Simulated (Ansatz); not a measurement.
**Si (Si (111), 6 layers): a single-point run**

The task is a single-point run on Si (Si (111), 6 layers). The structure is shown as the input types it.

Computed with Ansatz 0.2.0 (DFT, LDA, all-electron LAPW, scalar-relativistic, unless a step's input says otherwise).

## 1. Starting point

Symmetry: P-3m1, No. 164, trigonal system. The conventional cell has a = 3.820 Å, b = 3.820 Å, c = 13.895 Å, α = 90.00°, β = 90.00°, γ = 120.00°. Si (site symmetry 3m) has 3 Si at 2.31 Å as nearest neighbours. Si (site symmetry 3m) has 4 Si at 2.31 to 2.40 Å as nearest neighbours. Around Si (site symmetry 3m) lie 4 Si at 2.33 to 2.40 Å.

As a file:

```
CELL_PARAMETERS angstrom
3.81974 0.00000 0.00000
-1.90987 3.30799 0.00000
0.00000 0.00000 13.89530
ATOMIC_POSITIONS crystal
Si 0.00000 0.00000 0.25188
Si 0.33333 0.66667 0.30015
Si 0.33333 0.66667 0.47281
Si 0.66667 0.33333 0.52719
Si 0.66667 0.33333 0.69985
Si 0.00000 0.00000 0.74812
```

## 2. Running it

Input file input.yaml:

```yaml
crystal:
  lattice:
    - [3.8197434381, 0.0, 0.0]
    - [-1.909871719, 3.3079948533, 0.0]
    - [0.0, 0.0, 13.8953]
  atoms:
    - { symbol: Si, position: [0.0, 0.0, 0.2518826287] }
    - { symbol: Si, position: [0.3333333333, 0.6666666667, 0.3001532265] }
    - { symbol: Si, position: [0.3333333333, 0.6666666667, 0.4728076083] }
    - { symbol: Si, position: [0.6666666667, 0.3333333333, 0.5271923888] }
    - { symbol: Si, position: [0.6666666667, 0.3333333333, 0.6998467743] }
    - { symbol: Si, position: [0.0, 0.0, 0.7481173713] }
kpoints:
  mp_grid: { grid: [1, 1, 1] }
scf:
  occupations: { method: fermi_dirac, width: 0.02 }
  max_iter: 80
hamiltonian:
  xc: lda
  pseudopotentials: { kind: all_electron, lapw: { basis_error: 0.001 } }
output:
  forces: true
  stress: true
  eigenvalues: true
efield:
  axis: 3
  amplitude: 0
  dipole_correction: true
```

Launch:

```sh
$ ansatz run input.yaml --threads 2 --pin off --max-ram 4096MiB --backend cpu --events-out ev --progress --plain --runs-dir out
```

What it wrote:

```text
LAPW: plane waves up to 7.840 Å⁻¹, error target 1.0e-3 eV per atom; small_component_spin mean_spin; Si in spheres of 1.153 Å, 12 of its electrons in bands, Dirac shells []
Engine: ansatz 0.2.0
Pseudopotentials: kind: all_electron
Pseudopotential: Si, LAPW, valence charge 12, Koelling and Harmon's equation, gaussian nucleus
Functional definition: SPW92
  exchange = slater_x
  correlation = pw_c
Crystal: 6 atoms, lattice volume = 175.577 Å³
Basis set: ecut = 234.16968227294652 eV, 1439 PW (Γ), exchange–correlation at level 2
Bands: 44, of which v1, the nominal top of the filled ones, is band 36 counted from 1 (35 counted from 0)
Symmetry: 6 space group operations
k-points: 1
Non-local potential: Si, projectors of the file, none
Initial density: superposition of atomic densities (neutral atoms: chi_scale 0, normalization atom)
Initial wavefunctions: plane waves of lowest kinetic energy (no species holds an atomic orbital)
Functional: x = slater, c = lda
iter 1 solved again at ethr=1.01e-2 eV; its pass at ethr=1.00e-1 eV (dr2=7.24e0 eV) is discarded
SCF iter   1: F=—  HF=-47167.238318 eV  |F-HF|=—  |Δ(HF+E_count)|=         —  Δρ=6.50e-2  dr2=7.24e0  ethr=1.01e-2  p=0.000 e·Å  D=1.51e-10 V/Å  ΔV_dip=-0.00 eV  dr2_dipole=9.46e-13  V_vac-E_F(+/−)=5.93/6.06 eV  ⟨swp⟩=2.0  Hψ=298  notcnv=0
efield: sawtooth ramp at fractional position 0.9500 (placed from the atoms, in the widest stretch of the axis that holds none; the zero of the levels goes with the place), width 0.1000; the density the first Hamiltonian is built on has a dipole p = 0.000 e·Å; the dipole correction subtracts the counter field D = 1.46e-10 V/Å, which shifts the + side's vacuum level by -0.00 eV against the − side's; the planar-averaged density in the ramp window peaks in size at 1.0e-2 e/Å³
preconditioner: auto → Resta (q_TF=auto, 2.352 Å⁻¹)  ε∞=5.2  [insulator: Δε(μ)=1.378 eV  Ē_g=6.666 eV  σ=0.020 eV  W_gap=1.00  n_scr=52 (ndim 8)  ℏωp=13.7 eV  f_vac=0.276  D(μ)=0.00/eV (n_scr^D=0)  ε∞_Penn≈5.2]
SCF iter   2: F=—  HF=-47165.724945 eV  |F-HF|=—  |Δ(HF+E_count)|=    1.51e0  Δρ=3.82e-2  dr2=2.73e0  ethr=1.01e-2  p=0.000 e·Å  D=7.85e-7 V/Å  ΔV_dip=-0.00 eV  dr2_dipole=2.80e-10  V_vac-E_F(+/−)=5.62/5.76 eV  ⟨swp⟩=2.0  Hψ=121  notcnv=0
iter 3 solved again at ethr=1.13e-4 eV; its pass at ethr=3.79e-3 eV (dr2=8.13e-2 eV) is discarded
SCF iter   3: F=—  HF=-47164.844825 eV  |F-HF|=—  |Δ(HF+E_count)|=   8.80e-1  Δρ=4.78e-3  dr2=8.15e-2  ethr=1.13e-4  p=-0.000 e·Å  D=-1.05e-5 V/Å  ΔV_dip=0.00 eV  dr2_dipole=3.05e-8  V_vac-E_F(+/−)=5.05/5.19 eV  ⟨swp⟩=2.0  Hψ=231  notcnv=0
SCF iter   4: F=—  HF=-47164.846796 eV  |F-HF|=—  |Δ(HF+E_count)|=         —  Δρ=2.22e-3  dr2=3.41e-2  ethr=1.13e-4  p=0.000 e·Å  D=3.28e-5 V/Å  ΔV_dip=-0.00 eV  dr2_dipole=7.61e-7  V_vac-E_F(+/−)=4.94/5.07 eV  ⟨swp⟩=3.0  Hψ=131  notcnv=0
the basis was enlarged: its passes take 786.1 KiB over the memory plan, 1 of 1 planned eigensolver slots
SCF iter   5: F=—  HF=-47164.845283 eV  |F-HF|=—  |Δ(HF+E_count)|=   1.51e-3  Δρ=5.95e-4  dr2=1.17e-3  ethr=4.73e-5  p=-0.000 e·Å  D=-1.71e-4 V/Å  ΔV_dip=0.00 eV  dr2_dipole=2.04e-5  V_vac-E_F(+/−)=4.99/5.11 eV  ⟨swp⟩=3.0  Hψ=125  notcnv=0
SCF iter   6: F=—  HF=-47164.845478 eV  |F-HF|=—  |Δ(HF+E_count)|=   1.95e-4  Δρ=2.32e-4  dr2=6.09e-4  ethr=1.62e-6  p=0.001 e·Å  D=1.11e-3 V/Å  ΔV_dip=-0.02 eV  dr2_dipole=8.74e-4  V_vac-E_F(+/−)=4.96/5.11 eV  ⟨swp⟩=3.0  Hψ=124  notcnv=0
SCF iter   7: F=—  HF=-47164.845876 eV  |F-HF|=—  |Δ(HF+E_count)|=   3.98e-4  Δρ=4.36e-4  dr2=5.08e-3  ethr=8.46e-7  p=-0.003 e·Å  D=-3.49e-3 V/Å  ΔV_dip=0.05 eV  dr2_dipole=8.54e-3  V_vac-E_F(+/−)=4.99/5.07 eV  ⟨swp⟩=3.0  Hψ=129  notcnv=0  recentre
SCF iter   8: F=—  HF=-47164.845524 eV  |F-HF|=—  |Δ(HF+E_count)|=   3.51e-4  Δρ=5.93e-5  dr2=1.40e-5  ethr=8.46e-7  p=0.000 e·Å  D=5.68e-5 V/Å  ΔV_dip=-0.00 eV  dr2_dipole=2.25e-6  V_vac-E_F(+/−)=4.97/5.10 eV  ⟨swp⟩=3.0  Hψ=124  notcnv=0
SCF iter   9: F=—  HF=-47164.845559 eV  |F-HF|=—  |Δ(HF+E_count)|=   3.42e-5  Δρ=2.32e-5  dr2=3.43e-6  ethr=1.94e-8  p=0.000 e·Å  D=3.63e-6 V/Å  ΔV_dip=-0.00 eV  dr2_dipole=1.09e-8  V_vac-E_F(+/−)=4.97/5.10 eV  ⟨swp⟩=3.0  Hψ=116  notcnv=0
SCF iter  10: F=—  HF=-47164.845571 eV  |F-HF|=—  |Δ(HF+E_count)|=   1.26e-5  Δρ=8.84e-6  dr2=7.78e-7  ethr=4.77e-9  p=-0.000 e·Å  D=-4.22e-6 V/Å  ΔV_dip=0.00 eV  dr2_dipole=1.64e-9  V_vac-E_F(+/−)=4.97/5.10 eV  ⟨swp⟩=3.0  Hψ=115  notcnv=0
SCF iter  11: F=—  HF=-47164.845575 eV  |F-HF|=—  |Δ(HF+E_count)|=   3.26e-6  Δρ=3.46e-6  dr2=1.14e-7  ethr=1.08e-9  p=0.000 e·Å  D=8.17e-7 V/Å  ΔV_dip=-0.00 eV  dr2_dipole=2.56e-10  V_vac-E_F(+/−)=4.97/5.09 eV  ⟨swp⟩=3.0  Hψ=122  notcnv=0
SCF iter  12: F=-47164.845575 eV  HF=-47164.845575 eV  |F-HF|=1.06e-8  |Δ(HF+E_count)|=   2.33e-7  Δρ=1.91e-6  dr2=2.36e-8  ethr=1.58e-10  p=-0.000 e·Å  D=-1.77e-6 V/Å  ΔV_dip=0.00 eV  dr2_dipole=4.84e-10  V_vac-E_F(+/−)=4.97/5.09 eV  ⟨swp⟩=3.0  Hψ=125  notcnv=0
WARN: efield: at this solve's end the planar-averaged density reaches 1.11e-2 e/Å³ inside the ramp window [0.8780, 0.1220] (bound 1e-5 e/Å³); the window's nearer edge stands 1.81 Å from this solve's nearest atom along the axis. Its work functions, free energy, forces, stress, dipole, levels and responses can be off, and this figure does not tell by how much. The cell may have no vacuum along `efield.axis`. A short vacuum, a low `basis.ecutwfc` or `basis.ecutrho_ratio` and negative occupations (`scf.occupations.method`) can put density there. See the manual's quickstart, § The vacuum guard
SCF 1 converged in 12 iterations: F = -47164.845575 eV  dr2 = 2.36e-8
SCF converged after 12 iterations
Free energy (F): -47164.845575 eV
Harris-Foulkes:  -47164.845575 eV  (|F-HF|=1.06e-8)
Internal energy: -47164.845575 eV  (E = F + TS)
E sigma→0 (E₀):  -47164.845575 eV
Fermi energy:    3.841685 eV
Dipole field:    D = -0.000002 V/Å  (p = -0.000002 e·Å, saw-weighted, corrected)
Work function:   Φ+ = 5.0597 eV (in doubt: plateau slope 2.0e0 eV/Å)   Φ− = 5.1614 eV (in doubt: plateau slope 1.1e0 eV/Å)
Levels:          The Fermi level and band energies are counted from a zero that moves with the ramp; work functions are not
Vacuum region:   at the solve's end the planar-averaged density reaches 1.11e-2 e/Å³ inside the ramp window [0.8780, 0.1220] (bound 1e-5 e/Å³)
--- Per-component energies (eV) ---
  E_band       = -4660.139860
  E_kinetic    = 47287.679407
  E_xc         = -3241.812369
  E_efield     = 0.000000  (sawtooth field / dipole correction)
  E_electrostatic = -91210.712613  (all electrons and nuclei)
  E_smearing   = -0.000000  (= −TS)
  E_closure    = 0.000000  (closes the sum)
  E_atoms      = -47155.382393  (free atoms, spherical and without spin; not in F)
  Σ components = -47164.845575   (vs F -47164.845575, Δ=0.00e0)
  Basis errors (estimates in eV, not in F): energy 4.8e-4 per atom: plane waves 4.4e-4 (2.7e-4 summed), levels above the bands 5.5e-66, relativity 2.9e-9, radial functions 4.2e-5, core shells 3.5e-10; eigenvalues (radial functions only) 5.9e-7; not estimated: angular momenta, meshes, grids; target (lapw.basis_error) 1.0e-3; muffin-tin radii Si 1.153 Å
--- Forces (eV/Å), atoms counted from 1 ---
  atom   1  Si    -0.00000000     0.00000000     0.65031288
  atom   2  Si     0.00000000    -0.00000000    -2.26091444
  atom   3  Si    -0.00000000     0.00000000     1.88882683
  atom   4  Si     0.00000000    -0.00000000    -1.88871507
  atom   5  Si    -0.00000000     0.00000000     2.26080186
  atom   6  Si     0.00000000    -0.00000000    -0.65026881
  max |Σ_I F_I| component: 4.33e-5 eV/Å
--- Stress (GPa, compression-positive) ---
       13.044133       0.000000      -0.000000
        0.000000      13.044133       0.000000
       -0.000000       0.000000       6.782275
  P = ⅓ Tr σ = 10.9568 GPa (109.568 kbar)
--- Band table (eV) ---
  k-point 0: bands = ["-129.3666", "-129.3597", "-129.1939", "-129.1937", "-129.1489", "-129.1487", "-86.3444", "-86.3429", "-86.1516", "-86.1515", "-86.1510", "-86.1509", "-86.1239", "-86.1239", "-86.1033", "-86.1033", "-85.9633", "-85.9633", "-85.9631", "-85.9631", "-85.8860", "-85.8860", "-85.8859", "-85.8859", "-8.5082", "-7.5591", "-6.6695", "-2.5949", "-0.1963", "2.3423", "2.3423", "2.9100", "2.9100", "2.9107", "3.2988", "3.2988", "4.3707", "4.7969", "5.9947", "6.1957", "6.2592", "6.2592", "6.6268", "6.6268"]
```

Run time: 2.5 s. Hardware: 2 threads of Arm Neoverse V1, shared host; peak memory 0.27 GiB.

## 3. Checking the result

This run ends as converged, with warnings (vacuum density over bound). It gives a largest force of 2.3 eV/Å, which is large; a structure far from rest gives such values too, whatever the setting.

In the input, kpoints.mp_grid.grid is [1, 1, 1]. Band dispersion is ignored when only one k-point is used.

Run again and compare: set kpoints.mp_grid.grid to [9, 9, 1].

## 4. Second run, to compare

Other changes include scf.max_iter.

input.yaml: that of step 2 with these lines changed.

```diff
@@ -13,6 +13,5 @@
 kpoints:
-  mp_grid: { grid: [1, 1, 1] }
+  mp_grid: { grid: [9, 9, 1] }
 scf:
   occupations: { method: fermi_dirac, width: 0.02 }
-  max_iter: 80
 hamiltonian:
```

Launch:

```sh
$ ansatz run input.yaml --threads 2 --pin off --max-ram 4096MiB --backend cpu --events-out ev --progress --plain --runs-dir out
```

From the output:

```text
[...]
Basis set: ecut = 234.16968227294652 eV, 1439 PW (Γ), exchange–correlation at level 2
[...]
k-points: 12 of 81 (time reversal used)
[...]
SCF iter   1: F=—  HF=-47189.345549 eV  |F-HF|=—  |Δ(HF+E_count)|=         —  Δρ=3.44e-2  dr2=3.17e0  ethr=4.39e-3  p=0.000 e·Å  D=1.51e-10 V/Å  ΔV_dip=-0.00 eV  dr2_dipole=2.39e-14  V_vac-E_F(+/−)=6.03/6.16 eV  ⟨swp⟩=2.2  Hψ=3771  notcnv=0
[...]
preconditioner: auto → LDOS  [insulator: Δε(μ)=0.059 eV  Ē_g=8.152 eV  σ=0.020 eV  W_gap=0.63  n_scr=52 (ndim 8)  ℏωp=13.7 eV  f_vac=0.276  D(μ)=3.60/eV (n_scr^D=14)  ε∞_Penn≈3.8  β→1.0]
SCF iter   2: F=—  HF=-47188.557081 eV  |F-HF|=—  |Δ(HF+E_count)|=   7.88e-1  Δρ=9.07e-3  dr2=4.91e-1  ethr=4.39e-3  p=0.000 e·Å  D=8.69e-8 V/Å  ΔV_dip=-0.00 eV  dr2_dipole=8.85e-11  V_vac-E_F(+/−)=5.15/5.27 eV  ⟨swp⟩=3.0  Hψ=1635  notcnv=0
[...]
SCF iter   8: F=—  HF=-47188.483482 eV  |F-HF|=—  |Δ(HF+E_count)|=   5.66e-7  Δρ=1.25e-5  dr2=9.14e-7  ethr=8.50e-9  p=-0.000 e·Å  D=-6.20e-8 V/Å  ΔV_dip=0.00 eV  dr2_dipole=4.40e-13  V_vac-E_F(+/−)=4.68/4.77 eV  ⟨swp⟩=3.0  Hψ=1400  notcnv=0
SCF iter   9: F=-47188.483482 eV  HF=-47188.483482 eV  |F-HF|=6.50e-8  |Δ(HF+E_count)|=   1.70e-7  Δρ=3.69e-6  dr2=7.22e-8  ethr=1.27e-9  p=-0.000 e·Å  D=-1.67e-8 V/Å  ΔV_dip=0.00 eV  dr2_dipole=4.74e-14  V_vac-E_F(+/−)=4.68/4.78 eV  ⟨swp⟩=3.0  Hψ=1458  notcnv
[...]
SCF converged after 9 iterations
Free energy (F): -47188.483482 eV
[...]
E sigma→0 (E₀):  -47188.479515 eV
[...]
Fermi energy:    3.436991 eV
Dipole field:    D = -0.000000 V/Å  (p = -0.000000 e·Å, saw-weighted, corrected)
[...]
  P = ⅓ Tr σ = -0.1354 GPa (-1.354 kbar)
[...]
```

Run time: 20 s. Hardware: 2 threads of Arm Neoverse V1, shared host; peak memory 0.4 GiB.

| run | ending | energy change | gap (eV) | force (eV/Å) | cycles | time |
| --- | --- | --- | --- | --- | --- | --- |
| first try | converged | +3.94 eV/atom | 1.07 | 2.26 | 12 | 2.5 s |
| second try | converged | 0 | 0.00 | 0.02 | 9 | 20 s |

## 5. Summary of results

| quantity | value |
| --- | --- |
| first try | converged, 12 SCF cycles |
| fault in the input | one k-point |
| second try | converged, 9 SCF cycles |
| total energy | -47188.4835 eV |
| gap on the mesh | none (metal on this mesh) |
| largest force | 0.018 eV/Å |

Both runs converge, but the first lies +3.94 eV/atom from the second; on mending, the gap on the mesh closes (it was 1.07 eV), the largest force goes from 2.26 to 0.02 eV/Å. The second, on usual settings, is the one to trust of the two, though its own convergence isn't tested here. The largest force in the second run is 0.018 eV/Å, so the atoms are close to their relaxed places.

The gaps are Kohn-Sham values of a semilocal functional, not quasiparticle or optical gaps. Such gaps usually fall short of the measured ones.
